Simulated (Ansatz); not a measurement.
The system is BaY.

```
Ba Y
1.0
     4.42037    0.00000    0.00000
     0.00000    4.42037    0.00000
     0.00000    0.00000    4.42037
Ba Y
1 1
Direct
  0.00000 0.00000 0.00000
  0.50000 0.50000 0.50000
```

The cell was built by a generator and needn't be a form met in nature.

Base run:

* Program: Ansatz 0.2.0
* Functional: r2SCAN
* Potentials or basis: Ansatz PAW
* Cutoff: 500 eV
* Density cutoff: 2000 eV
* k mesh: 6 × 6 × 6
* Occupations: fermi-dirac, width 0.05 eV
* Spin: no spin polarisation

Its results: band gap on the k mesh none (metal or under the smearing width); pressure 0.1 GPa.

The run is repeated on the same cell with these changes: functional from r2SCAN to BLYP; cutoff from 500 eV to 420 eV; density cutoff from 2000 eV to 1680 eV. What comes out?

Band gap on the k mesh none (metal or under the smearing width); pressure 1.0 GPa.

Caveats: the PAW data sets come from PBE, with cores solved anew for the run's functional, which leaves a small shift of forces and pressure; the potentials were made for another functional, which shifts forces and pressure (some runs).

Not every run made on this cell is shown here.
